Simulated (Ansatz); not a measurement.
**SnSe2: further runs on the relaxed cell**

The task here is to estimate one member of a computed series from the others.

Program: Ansatz 0.2.0. Level of theory: DFT PBEsol, scalar-relativistic, plane waves, PAW. These are calculated values, not measurements.

2 further runs of the same task are left out: 2 set aside as unsound or not needed.

## The system as given

It takes space group P-3m1 (No. 164, trigonal). The conventional cell has a = 3.819 Å, b = 3.819 Å, c = 6.149 Å, α = 90.00°, β = 90.00°, γ = 120.00°. Sn (site symmetry -3m) has 6 Se at 2.72 Å as nearest neighbours. Se (site symmetry 3m) is surrounded by 3 Sn at 2.72 Å.

Coordinates:

```xyz
3
Lattice="3.8191 0.0000 0.0000 -1.9095 3.3074 0.0000 0.0000 0.0000 6.1488" Properties=species:S:1:pos:R:3 pbc="T T T"
Sn    0.0000    0.0000    0.0000
Se    0.0000    2.2049    1.5866
Se    1.9095    1.1025    4.5622
```

This cell was relaxed beforehand with the same method: volume 25.89 Å³/atom, gap on the mesh 0.48 eV.

Set-up of the first run:

Contents of input.yaml:

```yaml
crystal:
  lattice:
    - [3.8190680189, 0.0, 0.0]
    - [-1.9095340094, 3.3074099231, 0.0]
    - [0.0, 0.0, 6.1487672637]
  atoms:
    - { symbol: Sn, position: [0.0, 0.0, 0.0] }
    - { symbol: Se, position: [0.3333333333, 0.6666666667, 0.2580319695] }
    - { symbol: Se, position: [0.6666666667, 0.3333333333, 0.7419680305] }
basis:
  ecutwfc: 420
kpoints:
  mp_grid: { grid: [12, 12, 6] }
  band_path:
    path:
      - [[0.0, 0.0, 0.0], [0.5, 0.0, 0.0], [0.33333333, 0.33333333, 0.0], [0.0, 0.0, 0.0], [0.0, 0.0, 0.5], [0.5, 0.0, 0.5], [0.33333333, 0.33333333, 0.5], [0.0, 0.0, 0.5]]
      - [[0.5, 0.0, 0.5], [0.5, 0.0, 0.0]]
      - [[0.33333333, 0.33333333, 0.5], [0.33333333, 0.33333333, 0.0]]
    npoints: 14
hamiltonian:
  xc: pbesol
scf:
  occupations: { method: gaussian, width: 0.02 }
  n_extra_bands: 7
output:
  forces: true
  stress: true
  eigenvalues: true
  populations: true
  dos: { projected: true, de: 0.02, nscf_kmesh: { grid: [18, 18, 9] } }
  bader: true
  write_density: true
  write_potential: true
  elf: true
  volumetric_format: npy
```

On the command line:

```
> ansatz run input.yaml --threads 1 --pin off --max-ram 2560MiB --backend cpu --events-out ev --progress --plain --runs-dir out
```

Among the steps run: Electronic structure at the relaxed geometry; Seeking the band edges over the whole zone; Levels beside the edges; Volume × 0.97; Volume × 1.03; The cell scaled to 0.94 of its volume; Point at V/V0 = 1.06.

One table of the session follows, with a row left open; its other results are not shown here.

It belongs to the step «Equation of state». 

```
volume (Å³/atom)  energy above the lowest point (meV/atom)  pressure (GPa)  gap on the mesh (eV)
          24.335                                       7.3            1.75                  0.15
          25.112                                       1.6            0.71                  0.32
          25.889                                       0.0           -0.03                  0.48
          26.665                                         ?               ?                     ?
          27.442                                       3.4           -0.59                  0.61
```

**Question.** Estimate the row for volume (Å³/atom) = 26.665.

Worked estimate for «energy above the lowest point (meV/atom)». A straight line through the neighbours (25.889, 0.0) and (27.442, 3.4) gives 0.0 + (3.4 − 0.0) × (26.665 − 25.889) / (27.442 − 25.889) = 1.7; a parabola fitted to 3 rows on both sides gives 0.6.

**Answer.** energy above the lowest point (meV/atom): 1.0; pressure (GPa): -0.38; gap on the mesh (eV): 0.59. In «energy above the lowest point (meV/atom)» the line misses by +0.7 and the parabola by -0.4.

Limits of these values: Layers here are held mostly by dispersion, which this level lacks, so their spacing and the stiffness across them are unreliable there.
